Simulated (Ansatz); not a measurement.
**AlGaHO (quartet): the correlation ladder, cc-pVTZ**

One table from this session's results is given with a row withheld; the runs are named, their logs left out.

Program: Ansatz 0.2.0, Gaussian basis. Level of theory: cc-pVTZ, core rule «outside noble gas», up to 20 orbitals frozen. These are calculated values, not measurements.

Plan: UHF; CCSD(T) on ROHF; CCSD(T) on UHF; BCCD(T) on ROHF; CCSDT(Q) on ROHF; CCSDT(Q) on UHF.

6 further runs of the same task are left out: 1 for a known fault of the program, 5 set aside as unsound or not needed. Runs told in other sessions of the task aren't counted.

## What is computed

The geometry is a PBE0/def2-TZVP stationary point (not a proven minimum). No spin-orbit coupling is included. The filled d shell of Ga may be among the frozen orbitals whatever the setting's name suggests.

4 atoms, charge 0, spin multiplicity 4.

Atoms are counted from 1 here; the program's logs count them from 0.

Bond lengths: Al1–Ga2 2.392 Å, Al1–H4 1.590 Å, Ga2–O3 1.833 Å. Angles: Ga2–Al1–H4 122.6°, Al1–Ga2–O3 162.4°.

Set-up of the first run:

The input, in.yaml:

```yaml
crystal:
  periodic: [false, false, false]
  atoms:
    - {symbol: Al, position_ang: [0.000000, -0.205088, 2.032524]}
    - {symbol: Ga, position_ang: [0.000000, 0.111802, -0.338783]}
    - {symbol: O, position_ang: [0.000000, -0.204871, -2.144071]}
    - {symbol: H, position_ang: [0.000000, 1.008195, 3.059873]}
basis:
  gaussian: {orbitals: cc-pVTZ}
magnetization: {spin_polarized: true, initial_magnetization: 3}
hamiltonian: {xc: hf}
output: {orbitals: {seedname: orbitals}}
```

On the command line:

```
> ansatz run in.yaml --threads 1 --pin off --events-out ev --progress --plain --max-ram 4096MiB --backend cpu
```

Steps of the session up to this table: UHF; CCSD(T) on ROHF; CCSD(T) on UHF; BCCD(T) on ROHF; CCSDT(Q) on ROHF; CCSDT(Q) on UHF.

One of the session's tables, all rows but one given; the rest of the session is left out.

```
   method  from UCCSDT(Q) (meV)
     ROHF               +9581.4
      UHF               +9339.5
     RMP2               +1276.2
     UMP2               +1299.7
    RCCSD                +420.7
    UCCSD                +411.7
 RCCSD(T)                 +73.4
 UCCSD(T)                 +71.4
  BCCD(T)                     ?
   RCCSDT                 +25.5
   UCCSDT                 +21.2
RCCSDT(Q)                  +7.1
UCCSDT(Q)                     0
```

**Question.** Estimate the row for BCCD(T).

The run gave: from UCCSDT(Q) (meV): +72.3. In the column «from UCCSDT(Q) (meV)» it lies between UCCSD(T) (+71.4) and RCCSD(T) (+73.4).

With the free atoms at the same levels and basis (separate runs), the atomisation energy is 6.433 eV at UCCSDT(Q), 6.398 eV at RCCSD(T), 6.392 eV at UCCSD(T), 4.364 eV at ROHF.

Caveats from the session: Restricted and unrestricted rows rest on different reference determinants; a gap between their highest levels can come from leftover correlation error, from unlike frozen cores or from another state.
